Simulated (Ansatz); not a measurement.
A nudged elastic band was laid between two geometries of a periodic cell of 22 atoms, H3C18N (surface graphene monolayer, adsorbate NH3).

Computed with DFT LDA, scalar-relativistic, plane waves, PAW in Ansatz 0.2.0. Settings: cutoff 420 eV, k mesh 2x2x1, gaussian smearing 0.02 eV, no spin polarisation.

* movable images: 5
* climbing image: yes
* spring: 5.0 eV/Å²
* optimiser: quadratic models (default)
* start path: IDPP
* force threshold: 0.03 eV/Å
* iteration limit: 77
* end points: relaxed

Image 0:

```xyz
22
Lattice="7.3980 0.0000 0.0000 -3.6990 6.4069 0.0000 0.0000 0.0000 11.0000" Properties=species:S:1:pos:R:3
C 0.027 0.087 0.751
C 1.259 0.786 0.752
C -1.207 2.222 0.753
C 0.026 2.920 0.752
C -2.440 4.357 0.753
C -1.208 5.057 0.755
C 2.492 0.087 0.753
C 3.724 0.786 0.752
C 1.260 2.222 0.749
C 2.491 2.921 0.746
C 0.027 4.357 0.753
C 1.259 5.057 0.747
C 4.958 0.087 0.751
C 6.190 0.786 0.752
C 3.725 2.222 0.749
C 4.957 2.920 0.752
C 2.493 4.357 0.741
C 3.724 5.056 0.748
N 2.326 4.112 3.779
H 2.271 4.272 4.787
H 3.135 4.633 3.431
H 1.499 4.542 3.355
```

Image 6:

```xyz
22
Lattice="7.3980 0.0000 0.0000 -3.6990 6.4069 0.0000 0.0000 0.0000 11.0000" Properties=species:S:1:pos:R:3
C 0.018 0.099 0.909
C 1.238 0.810 0.835
C -1.266 2.221 0.971
C 0.005 2.955 1.255
C -2.462 4.394 0.909
C -1.236 5.095 0.834
C 2.468 0.106 0.796
C 3.698 0.816 0.799
C 1.268 2.235 0.918
C 2.454 2.922 0.923
C 0.012 4.409 0.917
C 1.200 5.093 0.921
C 4.928 0.109 0.839
C 6.148 0.821 0.910
C 3.701 2.235 0.840
C 4.928 2.935 0.910
C 2.455 4.370 1.346
C 3.728 5.104 0.981
N 2.340 4.307 2.821
H 0.062 2.989 2.377
H 3.157 3.826 3.212
H 2.322 5.257 3.207
```

Problem. What changes between the two ends?

Solution. Contacts lost: N19–H20. Contacts made: C4–H20, C17–N19. The atom that moves furthest is H20, by 3.51 Å.

Problem. What energy profile does the band end with?

Solution. It converged. The highest image is number 5 of 0 to 6, 2.51 eV above the first end and 0.61 eV above the last; the last end lies 1.89 eV above the first. The profile has 2 maxima (images 2, 5) with wells between them (image 3): this band takes more than one step, which may be the mechanism or a detour left from its start path. Neighbouring images differ by up to 2.4 eV, so the band resolves the path poorly. By the program's own check the climbing image is of a kind that is not told: the force calls were inconclusive, a negative curvature could not be distinguished from the path's own, the only one lies far off the path, or fixed occupations may fill a level only in part (lowest curvatures found: -5.72 and 0.42 eV/Å²). Limits of this set-up: slab without dipole correction, no dispersion correction for a molecule that may bind weakly.

```csv
image,path coordinate (Å),energy (eV),N19–H20 (Å),C4–H20 (Å),C17–N19 (Å)
0,0.00,0.00,1.02,4.81,3.05
1,1.61,0.00,1.02,4.35,3.25
2,3.23,0.02,1.02,3.80,3.35
3,4.84,0.01,1.02,2.58,3.21
4,6.45,0.07,1.02,2.53,3.09
5,8.07,2.51,1.52,1.40,1.52
6,9.31,1.89,2.67,1.12,1.48
```

Problem. What is the geometry of the highest image?

Solution. 
```xyz
22
Lattice="7.3980 0.0000 0.0000 -3.6990 6.4069 0.0000 0.0000 0.0000 11.0000" Properties=species:S:1:pos:R:3:forces:R:3
C 0.056 0.117 0.988 0.00 0.00 0.00
C 1.278 0.826 0.846 0.00 0.00 0.00
C -1.183 2.268 1.068 0.00 0.00 0.00
C 0.088 3.002 1.151 0.00 0.00 0.00
C -2.426 4.416 0.988 0.00 0.00 0.00
C -1.201 5.120 0.846 0.00 0.00 0.00
C 2.515 0.131 0.801 0.00 0.00 0.00
C 3.750 0.845 0.796 0.00 0.00 0.00
C 1.310 2.255 0.843 0.00 0.00 0.00
C 2.514 2.941 0.835 0.00 0.00 0.00
C 0.053 4.433 0.843 0.00 0.00 0.00
C 1.248 5.133 0.836 0.00 0.00 0.00
C 4.985 0.146 0.844 0.00 0.00 0.00
C 6.208 0.857 0.983 0.00 0.00 0.00
C 3.763 2.263 0.844 0.00 0.00 0.00
C 4.990 2.967 0.983 0.00 0.00 0.00
C 2.454 4.368 1.314 0.00 0.00 0.00
C 3.756 5.120 1.103 0.00 0.00 0.00
N 2.020 4.117 2.752 0.00 0.00 0.00
H 0.759 3.389 2.319 0.00 0.00 0.00
H 2.689 3.529 3.260 0.00 0.00 0.00
H 1.844 4.990 3.260 0.00 0.00 0.00
```

Time of the run: 15 min on 1 thread of Intel(R) Xeon(R) Platinum 8488C (Sapphire Rapids), on a shared host, peak memory 0.92 GiB.
